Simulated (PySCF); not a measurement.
# C₆H₄S: electronic excitations and core binding energies, part 2 of 2

PySCF 2.14.0. Atoms count from 0. The steps go on from the part before.

## (3) Core holes by ΔSCF: SCAN, X2C

Job settings and geometry (Å):

```
{"job": {"kind": "xps"}, "charge": 0, "multiplicity": 1}
C      3.100298    -0.324257     1.222678
C      2.284965    -0.015278     0.393170
C      1.385841     0.366303    -0.618983
S      1.926886     1.077164    -2.005782
C      0.025547     0.111309    -0.400698
C     -1.159293    -0.084305    -0.273419
C     -2.566678    -0.328997    -0.104293
H      3.801630    -0.599230     1.953587
H     -2.736379    -1.026943     0.715320
H     -2.981280    -0.742632    -1.023521
H     -3.076112     0.609458     0.115977
```

Method: delta-SCF UKS SCAN, pcX-2 on the ionised atom, pcseg-1 elsewhere, spin-free X2C.

Log:

```text
ground state, core basis on atom 0 (C), 153 functions
  cycle   1  E = -629.93041872  |g| = 4.79e-01
  cycle   2  E = -629.91536775  |g| = 5.33e-01
  cycle   3  E = -629.97864750  |g| = 2.09e-01
  cycle   4  E = -629.99065337  |g| = 8.17e-02
  cycle   5  E = -629.99309280  |g| = 2.29e-02
  cycle   6  E = -629.99318445  |g| = 1.88e-02
  cycle   7  E = -629.99327914  |g| = 3.70e-03
  cycle   8  E = -629.99328135  |g| = 7.60e-04
  cycle   9  E = -629.99328285  |g| = 3.16e-04
  E(ground) = -630.01908652 Eh
hole in C 1s of atom 0
  cycle   1  E = -618.72370801  |g| = 1.51e+00
  cycle   2  E = -614.76488673  |g| = 2.62e+00
  cycle   3  E = -618.46286554  |g| = 1.05e+00
  cycle   4  E = -619.10304203  |g| = 5.67e-01
  cycle   5  E = -618.96758590  |g| = 6.59e-01
  cycle   6  E = -619.26003383  |g| = 2.93e-01
  cycle   7  E = -619.30732867  |g| = 1.37e-01
  cycle   8  E = -619.31840837  |g| = 5.08e-02
  cycle   9  E = -619.31981248  |g| = 1.77e-02
  cycle  10  E = -619.32007060  |g| = 1.08e-02
  cycle  11  E = -619.32023381  |g| = 7.00e-03
  cycle  12  E = -619.32038719  |g| = 6.07e-03
  cycle  13  E = -619.32055520  |g| = 4.27e-03
  cycle  14  E = -619.32067200  |g| = 3.70e-03
  cycle  15  E = -619.32076473  |g| = 2.64e-03
  cycle  16  E = -619.32082249  |g| = 1.76e-03
  cycle  17  E = -619.32083228  |g| = 1.01e-03
  cycle  18  E = -619.32083684  |g| = 7.51e-04
  cycle  19  E = -619.32083760  |g| = 4.00e-04
  E(ion) = -619.34621050 Eh   <S^2> = 0.9456   hole on atom = 1.000   binding energy = 290.424 eV
ground state, core basis on atom 1 (C), 153 functions
  cycle   1  E = -629.99376670  |g| = 6.49e-02
  cycle   2  E = -629.99164087  |g| = 9.20e-02
  cycle   3  E = -629.99319394  |g| = 5.32e-02
  cycle   4  E = -629.99388283  |g| = 2.35e-02
  cycle   5  E = -629.99406397  |g| = 3.90e-03
  cycle   6  E = -629.99406771  |g| = 8.67e-04
  cycle   7  E = -629.99406720  |g| = 5.97e-04
  cycle   8  E = -629.99406663  |g| = 1.03e-04
  E(ground) = -630.02022874 Eh
hole in C 1s of atom 1
  cycle   1  E = -618.72056073  |g| = 1.52e+00
  cycle   2  E = -613.65126133  |g| = 2.92e+00
  cycle   3  E = -618.17753488  |g| = 1.14e+00
  cycle   4  E = -618.93605300  |g| = 7.35e-01
  cycle   5  E = -619.00347862  |g| = 5.97e-01
  cycle   6  E = -619.20091842  |g| = 3.65e-01
  cycle   7  E = -619.28806135  |g| = 1.50e-01
  cycle   8  E = -619.29854804  |g| = 5.59e-02
  cycle   9  E = -619.29968945  |g| = 4.20e-02
  cycle  10  E = -619.30052532  |g| = 1.87e-02
  cycle  11  E = -619.30089659  |g| = 8.20e-03
  cycle  12  E = -619.30113100  |g| = 6.98e-03
  cycle  13  E = -619.30127277  |g| = 4.90e-03
  cycle  14  E = -619.30136627  |g| = 2.90e-03
  cycle  15  E = -619.30140866  |g| = 2.41e-03
  cycle  16  E = -619.30143771  |g| = 1.52e-03
  cycle  17  E = -619.30146103  |g| = 8.13e-04
  cycle  18  E = -619.30146600  |g| = 7.61e-04
  cycle  19  E = -619.30146656  |g| = 4.58e-04
  E(ion) = -619.32673252 Eh   <S^2> = 0.9442   hole on atom = 1.000   binding energy = 290.985 eV
ground state, core basis on atom 2 (C), 153 functions
  cycle   1  E = -629.99196246  |g| = 6.13e-02
  cycle   2  E = -629.99094671  |g| = 6.71e-02
  cycle   3  E = -629.99108443  |g| = 6.26e-02
  cycle   4  E = -629.99207444  |g| = 1.53e-02
  cycle   5  E = -629.99213247  |g| = 5.24e-03
  cycle   6  E = -629.99214329  |g| = 7.18e-04
  cycle   7  E = -629.99214265  |g| = 4.45e-04
  E(ground) = -630.01636394 Eh
hole in C 1s of atom 2
  cycle   1  E = -618.63638282  |g| = 1.52e+00
  cycle   2  E = -616.59023122  |g| = 2.50e+00
  cycle   3  E = -618.88261461  |g| = 8.13e-01
  cycle   4  E = -618.89826918  |g| = 7.08e-01
  cycle   5  E = -619.04297546  |g| = 4.54e-01
  cycle   6  E = -619.19842882  |g| = 1.97e-01
  cycle   7  E = -619.22835872  |g| = 4.93e-02
  cycle   8  E = -619.22820867  |g| = 5.44e-02
  cycle   9  E = -619.23066821  |g| = 1.37e-02
  cycle  10  E = -619.23113913  |g| = 1.20e-02
  cycle  11  E = -619.23144434  |g| = 1.17e-02
  cycle  12  E = -619.23197404  |g| = 1.08e-02
  cycle  13  E = -619.23273214  |g| = 7.18e-03
  cycle  14  E = -619.23277662  |g| = 4.42e-03
  cycle  15  E = -619.23286613  |g| = 2.32e-03
  cycle  16  E = -619.23287042  |g| = 1.25e-03
  cycle  17  E = -619.23287263  |g| = 1.55e-03
  cycle  18  E = -619.23287514  |g| = 8.19e-04
  cycle  19  E = -619.23287720  |g| = 5.27e-04
  cycle  20  E = -619.23287749  |g| = 4.39e-04
  E(ion) = -619.25888340 Eh   <S^2> = 1.0963   hole on atom = 1.000   binding energy = 292.726 eV
ground state, core basis on atom 3 (S), 164 functions
  cycle   1  E = -630.13514369  |g| = 4.07e-01
  cycle   2  E = -630.12794317  |g| = 1.48e-01
  cycle   3  E = -630.07265061  |g| = 4.15e-01
  cycle   4  E = -630.13601269  |g| = 2.52e-02
  cycle   5  E = -630.13599504  |g| = 2.47e-02
  cycle   6  E = -630.13616232  |g| = 5.19e-03
  cycle   7  E = -630.13616859  |g| = 2.11e-03
  cycle   8  E = -630.13617053  |g| = 1.05e-03
  cycle   9  E = -630.13617113  |g| = 5.76e-04
  cycle  10  E = -630.13616988  |g| = 6.37e-05
  E(ground) = -630.14651650 Eh
hole in S 1s of atom 3
  cycle   1  E = -537.91351125  |g| = 5.08e+00
  cycle   2  E = -536.90228136  |g| = 2.62e+00
  cycle   3  E = -530.44136842  |g| = 3.16e+00
  cycle   4  E = -539.09350096  |g| = 3.28e-01
  cycle   5  E = -538.92229429  |g| = 5.79e-01
  cycle   6  E = -539.12324844  |g| = 2.27e-01
  cycle   7  E = -539.15350949  |g| = 9.46e-02
  cycle   8  E = -539.15821268  |g| = 2.17e-02
  cycle   9  E = -539.15838868  |g| = 1.26e-02
  cycle  10  E = -539.15846553  |g| = 5.56e-03
  cycle  11  E = -539.15848344  |g| = 1.87e-03
  cycle  12  E = -539.15848277  |g| = 1.72e-03
  cycle  13  E = -539.15848422  |g| = 3.43e-04
  E(ion) = -539.16085396 Eh   <S^2> = 0.7519   hole on atom = 1.000   binding energy = 2475.846 eV
hole in S 2p of atom 3
  cycle   1  E = -623.47484428  |g| = 1.53e+00
  cycle   2  E = -622.56449751  |g| = 1.71e+00
  cycle   3  E = -623.39844214  |g| = 9.04e-01
  cycle   4  E = -623.85063704  |g| = 4.13e-01
  cycle   5  E = -623.87248874  |g| = 3.37e-01
  cycle   6  E = -623.92995858  |g| = 1.39e-01
  cycle   7  E = -623.94133411  |g| = 5.33e-02
  cycle   8  E = -623.94312835  |g| = 1.73e-02
  cycle   9  E = -623.94328894  |g| = 4.25e-03
  cycle  10  E = -623.94329681  |g| = 2.30e-03
  cycle  11  E = -623.94329994  |g| = 7.84e-04
  cycle  12  E = -623.94330061  |g| = 4.56e-04
  E(ion) = -623.96157481 Eh   <S^2> = 0.7536   hole on atom = 1.001   binding energy = 168.301 eV
  2p3/2 = 168.109 eV   2p1/2 = 169.366 eV
ground state, core basis on atom 4 (C), 153 functions
  cycle   1  E = -629.99393336  |g| = 7.02e-02
  cycle   2  E = -629.98692956  |g| = 1.40e-01
  cycle   3  E = -629.99391576  |g| = 4.34e-02
  cycle   4  E = -629.99449594  |g| = 2.36e-02
  cycle   5  E = -629.99463780  |g| = 3.81e-03
  cycle   6  E = -629.99464124  |g| = 1.84e-03
  cycle   7  E = -629.99464338  |g| = 4.34e-04
  E(ground) = -630.02047739 Eh
hole in C 1s of atom 4
  cycle   1  E = -618.73028166  |g| = 1.52e+00
  cycle   2  E = -615.25968640  |g| = 2.70e+00
  cycle   3  E = -618.53237729  |g| = 9.87e-01
  cycle   4  E = -618.89440508  |g| = 7.97e-01
  cycle   5  E = -619.22637648  |g| = 3.52e-01
  cycle   6  E = -619.22899239  |g| = 3.48e-01
  cycle   7  E = -619.31320775  |g| = 9.76e-02
  cycle   8  E = -619.31758783  |g| = 3.81e-02
  cycle   9  E = -619.31827059  |g| = 2.38e-02
  cycle  10  E = -619.31860142  |g| = 1.26e-02
  cycle  11  E = -619.31883556  |g| = 6.68e-03
  cycle  12  E = -619.31901657  |g| = 5.64e-03
  cycle  13  E = -619.31909853  |g| = 3.87e-03
  cycle  14  E = -619.31917095  |g| = 2.94e-03
  cycle  15  E = -619.31921930  |g| = 2.83e-03
  cycle  16  E = -619.31931129  |g| = 1.94e-03
  cycle  17  E = -619.31933624  |g| = 1.25e-03
  cycle  18  E = -619.31933630  |g| = 1.33e-03
  cycle  19  E = -619.31934589  |g| = 7.58e-04
  cycle  20  E = -619.31934465  |g| = 4.60e-04
  E(ion) = -619.34418605 Eh   <S^2> = 0.9237   hole on atom = 1.000   binding energy = 290.517 eV
ground state, core basis on atom 5 (C), 153 functions
  cycle   1  E = -629.99389643  |g| = 6.32e-02
  cycle   2  E = -629.99258993  |g| = 7.72e-02
  cycle   3  E = -629.99320829  |g| = 5.77e-02
  cycle   4  E = -629.99400237  |g| = 1.93e-02
  cycle   5  E = -629.99411129  |g| = 6.05e-03
  cycle   6  E = -629.99412234  |g| = 1.01e-03
  cycle   7  E = -629.99412315  |g| = 5.91e-04
  cycle   8  E = -629.99412298  |g| = 1.78e-04
  E(ground) = -630.01980728 Eh
hole in C 1s of atom 5
  cycle   1  E = -618.71451862  |g| = 1.52e+00
  cycle   2  E = -614.64913925  |g| = 2.70e+00
  cycle   3  E = -618.30497764  |g| = 1.12e+00
  cycle   4  E = -619.14239777  |g| = 4.67e-01
  cycle   5  E = -618.99491194  |g| = 6.11e-01
  cycle   6  E = -619.28538368  |g| = 1.99e-01
  cycle   7  E = -619.29613732  |g| = 1.70e-01
  cycle   8  E = -619.31266264  |g| = 3.38e-02
  cycle   9  E = -619.31331042  |g| = 1.84e-02
  cycle  10  E = -619.31370629  |g| = 1.05e-02
  cycle  11  E = -619.31398361  |g| = 8.90e-03
  cycle  12  E = -619.31422259  |g| = 7.95e-03
  cycle  13  E = -619.31447992  |g| = 6.61e-03
  cycle  14  E = -619.31477614  |g| = 4.89e-03
  cycle  15  E = -619.31495651  |g| = 3.25e-03
  cycle  16  E = -619.31497705  |g| = 1.89e-03
  cycle  17  E = -619.31499561  |g| = 1.14e-03
  cycle  18  E = -619.31499733  |g| = 6.14e-04
  cycle  19  E = -619.31499872  |g| = 6.79e-04
  cycle  20  E = -619.31499893  |g| = 3.50e-04
  E(ion) = -619.34025437 Eh   <S^2> = 1.0119   hole on atom = 1.000   binding energy = 290.605 eV
ground state, core basis on atom 6 (C), 153 functions
  cycle   1  E = -629.98823051  |g| = 5.90e-02
  cycle   2  E = -629.98759306  |g| = 5.08e-02
  cycle   3  E = -629.98706885  |g| = 6.36e-02
  cycle   4  E = -629.98826844  |g| = 1.60e-02
  cycle   5  E = -629.98834397  |g| = 5.56e-03
  cycle   6  E = -629.98835482  |g| = 2.97e-04
  E(ground) = -630.01325918 Eh
hole in C 1s of atom 6
  cycle   1  E = -618.70143461  |g| = 1.50e+00
  cycle   2  E = -610.40329048  |g| = 3.55e+00
  cycle   3  E = -617.93722131  |g| = 1.20e+00
  cycle   4  E = -617.97001034  |g| = 1.41e+00
  cycle   5  E = -619.09346452  |g| = 4.98e-01
  cycle   6  E = -618.94535145  |g| = 6.23e-01
  cycle   7  E = -619.25639057  |g| = 8.61e-02
  cycle   8  E = -619.25901298  |g| = 5.79e-02
  cycle   9  E = -619.26039292  |g| = 3.63e-02
  cycle  10  E = -619.26104662  |g| = 1.28e-02
  cycle  11  E = -619.26114579  |g| = 3.31e-03
  cycle  12  E = -619.26116333  |g| = 1.80e-03
  cycle  13  E = -619.26117437  |g| = 1.58e-03
  cycle  14  E = -619.26118585  |g| = 1.39e-03
  cycle  15  E = -619.26119666  |g| = 1.20e-03
  cycle  16  E = -619.26120320  |g| = 1.13e-03
  cycle  17  E = -619.26121269  |g| = 1.09e-03
  cycle  18  E = -619.26121987  |g| = 1.09e-03
  cycle  19  E = -619.26122289  |g| = 1.09e-03
  cycle  20  E = -619.26122208  |g| = 1.09e-03
  cycle  21  E = -619.26122069  |g| = 1.09e-03
  cycle  22  E = -619.26120657  |g| = 1.09e-03
  cycle  23  E = -619.26115323  |g| = 1.58e-03
  cycle  24  E = -619.26111938  |g| = 2.86e-03
  cycle  25  E = -619.26108644  |g| = 3.98e-03
  cycle  26  E = -619.26106922  |g| = 4.33e-03
  cycle  27  E = -619.26108511  |g| = 3.58e-03
  cycle  28  E = -619.26106082  |g| = 4.61e-03
  cycle  29  E = -619.26113730  |g| = 2.32e-03
  cycle  30  E = -619.26119853  |g| = 3.55e-03
  cycle  31  E = -619.26126332  |g| = 6.06e-03
  cycle  32  E = -619.26127932  |g| = 6.23e-03
  cycle  33  E = -619.26124040  |g| = 4.08e-03
  cycle  34  E = -619.26129928  |g| = 5.60e-03
  cycle  35  E = -619.26106544  |g| = 1.40e-02
  cycle  36  E = -619.26112880  |g| = 1.27e-02
  cycle  37  E = -619.26122381  |g| = 1.02e-02
  cycle  38  E = -619.26122608  |g| = 9.50e-03
  cycle  39  E = -619.26118384  |g| = 1.81e-03
  cycle  40  E = -619.26124840  |g| = 2.33e-03
  cycle  41  E = -619.26125290  |g| = 1.96e-03
  cycle  42  E = -619.26128244  |g| = 1.55e-03
  cycle  43  E = -619.26129640  |g| = 1.57e-03
  cycle  44  E = -619.26129078  |g| = 1.56e-03
  cycle  45  E = -619.26130036  |g| = 1.44e-03
  cycle  46  E = -619.26129585  |g| = 1.55e-03
  cycle  47  E = -619.26128559  |g| = 1.75e-03
  cycle  48  E = -619.26129679  |g| = 1.62e-03
  cycle  49  E = -619.26132766  |g| = 9.32e-04
  cycle  50  E = -619.26132638  |g| = 8.71e-04
hole again with damping 0.5
  cycle   1  E = -618.70143461  |g| = 1.50e+00
  cycle   2  E = -610.40329048  |g| = 3.55e+00
  cycle   3  E = -584.72793100  |g| = 4.16e+00
  cycle   4  E = -500.31921951  |g| = 1.07e+01
  cycle   5  E = -555.57086580  |g| = 5.93e+00
  cycle   6  E = -596.00881401  |g| = 5.01e+00
  cycle   7  E = -618.97128474  |g| = 8.62e-01
  cycle   8  E = -618.94882576  |g| = 6.86e-01
  cycle   9  E = -619.18287169  |g| = 3.24e-01
  cycle  10  E = -619.23178430  |g| = 2.04e-01
  cycle  11  E = -619.25985771  |g| = 4.80e-02
  cycle  12  E = -619.26037333  |g| = 3.61e-02
  cycle  13  E = -619.26094287  |g| = 1.66e-02
  cycle  14  E = -619.26111800  |g| = 6.02e-03
  cycle  15  E = -619.26114832  |g| = 2.50e-03
  cycle  16  E = -619.26116241  |g| = 1.85e-03
  cycle  17  E = -619.26117479  |g| = 1.44e-03
  cycle  18  E = -619.26118652  |g| = 1.22e-03
  cycle  19  E = -619.26119763  |g| = 1.12e-03
  cycle  20  E = -619.26120919  |g| = 1.10e-03
  cycle  21  E = -619.26121325  |g| = 1.10e-03
  cycle  22  E = -619.26121622  |g| = 1.09e-03
  cycle  23  E = -619.26121386  |g| = 1.09e-03
  cycle  24  E = -619.26121495  |g| = 1.10e-03
  cycle  25  E = -619.26121523  |g| = 1.09e-03
  cycle  26  E = -619.26121386  |g| = 1.09e-03
  cycle  27  E = -619.26120801  |g| = 1.08e-03
  cycle  28  E = -619.26120180  |g| = 1.08e-03
  cycle  29  E = -619.26117310  |g| = 1.12e-03
  cycle  30  E = -619.26117260  |g| = 1.12e-03
  cycle  31  E = -619.26118013  |g| = 1.09e-03
  cycle  32  E = -619.26112816  |g| = 1.95e-03
  cycle  33  E = -619.26105983  |g| = 4.90e-03
  cycle  34  E = -619.26110131  |g| = 3.10e-03
  cycle  35  E = -619.26106636  |g| = 4.78e-03
  cycle  36  E = -619.26088404  |g| = 1.17e-02
  cycle  37  E = -619.26088470  |g| = 1.16e-02
  cycle  38  E = -619.26099542  |g| = 8.13e-03
  cycle  39  E = -619.26111341  |g| = 3.31e-03
  cycle  40  E = -619.26112700  |g| = 3.00e-03
  cycle  41  E = -619.26115004  |g| = 2.52e-03
  cycle  42  E = -619.26117372  |g| = 2.35e-03
  cycle  43  E = -619.26117299  |g| = 2.20e-03
  cycle  44  E = -619.26116758  |g| = 1.96e-03
  cycle  45  E = -619.26116497  |g| = 2.06e-03
  cycle  46  E = -619.26115837  |g| = 2.48e-03
  cycle  47  E = -619.26117162  |g| = 2.42e-03
  cycle  48  E = -619.26115060  |g| = 2.59e-03
  cycle  49  E = -619.26119077  |g| = 1.13e-03
  cycle  50  E = -619.26119693  |g| = 1.09e-03
  cycle  51  E = -619.26119251  |g| = 1.08e-03
  cycle  52  E = -619.26119581  |g| = 1.07e-03
  cycle  53  E = -619.26119235  |g| = 1.07e-03
  cycle  54  E = -619.26115829  |g| = 1.07e-03
  cycle  55  E = -619.26051023  |g| = 1.73e-02
  cycle  56  E = -619.26122766  |g| = 3.08e-03
  cycle  57  E = -619.26122338  |g| = 3.04e-03
  cycle  58  E = -619.26121323  |g| = 2.79e-03
  cycle  59  E = -619.26124119  |g| = 3.54e-03
  cycle  60  E = -619.26124244  |g| = 3.49e-03
  cycle  61  E = -619.26127595  |g| = 4.73e-03
  cycle  62  E = -619.26127725  |g| = 4.76e-03
  cycle  63  E = -619.26127681  |g| = 4.87e-03
  cycle  64  E = -619.26127156  |g| = 4.67e-03
  cycle  65  E = -619.26127893  |g| = 4.99e-03
  cycle  66  E = -619.26121724  |g| = 3.18e-03
  cycle  67  E = -619.26126929  |g| = 2.39e-03
  cycle  68  E = -619.26131668  |g| = 2.13e-03
  cycle  69  E = -619.26132223  |g| = 1.68e-03
  cycle  70  E = -619.26132567  |g| = 1.06e-03
  cycle  71  E = -619.26132622  |g| = 7.70e-04
  cycle  72  E = -619.26132829  |g| = 3.82e-04
  E(ion) = -619.28600982 Eh   <S^2> = 0.8196   hole on atom = 1.000   binding energy = 291.903 eV
```

Wall time 3.3 min (1 thread of Arm Neoverse N1, shared host); peak memory 0.45 GiB.

The holes in one table. −ε is the ground-state orbital energy:

| hole | stands for | environment | ΔSCF (eV; 2p as the shell's mean) | −ε (eV) | ⟨S²⟩ |
| --- | --- | --- | --- | --- | --- |
| C1s on C0 | C0 | terminal alkyne carbon | 290.42 (doubtful) | 274.3 | 0.946 |
| C1s on C1 | C1 | alkyne carbon | 290.98 (doubtful) | 274.4 | 0.944 |
| C1s on C2 | C2 | thiocarbonyl carbon | 292.73 (doubtful) | 276.6 | 1.096 |
| S1s on S3 | S3 | thione sulfur | 2475.85 | 2414.5 | 0.752 |
| S2p on S3 | S3 | thione sulfur | 168.53 | 157.6 | 0.754 |
| C1s on C4 | C4 | alkyne carbon | 290.52 (doubtful) | 274.1 | 0.924 |
| C1s on C5 | C5 | alkyne carbon | 290.61 (doubtful) | 274.6 | 1.012 |
| C1s on C6 | C6 | propargylic methyl carbon | 291.90 | 274.8 | 0.820 |

Doubtful: the ion did not converge, its hole moved, or its ⟨S²⟩ is well above 0.75.

With the spin-orbit splitting: S3 2p3/2 168.11, 2p1/2 169.37 eV. The table gives each 2p level as the mean over the whole 2p shell (two parts 2p3/2, one part 2p1/2), which differs a little from the single hole in the log.

## (4) Outcome

This closing draws on all 2 parts.

```
                                                    quantity                        value
                            lowest singlet (B3LYP/def2-SVPD)  1.77 eV (701 nm), f = 0.000
                    brightest single state of those computed  state 4, 3.98 eV, f = 0.222
                                              lowest triplet                      1.35 eV
                       surface potential, 1st and 99th percentile           -1.19 V and 1.57 V
                            S1s binding energies, SCAN/pcX-2                S3 2475.85 eV
                            S2p binding energies, SCAN/pcX-2                 S3 168.53 eV
C1s binding energies, SCAN/pcX-2 (standing for 1 of 6 atoms)                 C6 291.90 eV
```

The first singlet state (HOMO→LUMO 1.00) lies at 1.77 eV and is dark; of the 8 states computed, the strongest absorption comes from state 4 at 3.98 eV. The lowest triplet lies 0.42 eV below the lowest singlet (triplets in Tamm-Dancoff, singlets in full TDDFT). At B3LYP/def2-SVPD, counted by nearest atom on the grid, the HOMO lies on S3 83 %, the LUMO on S3 37 %; C2 26 %.
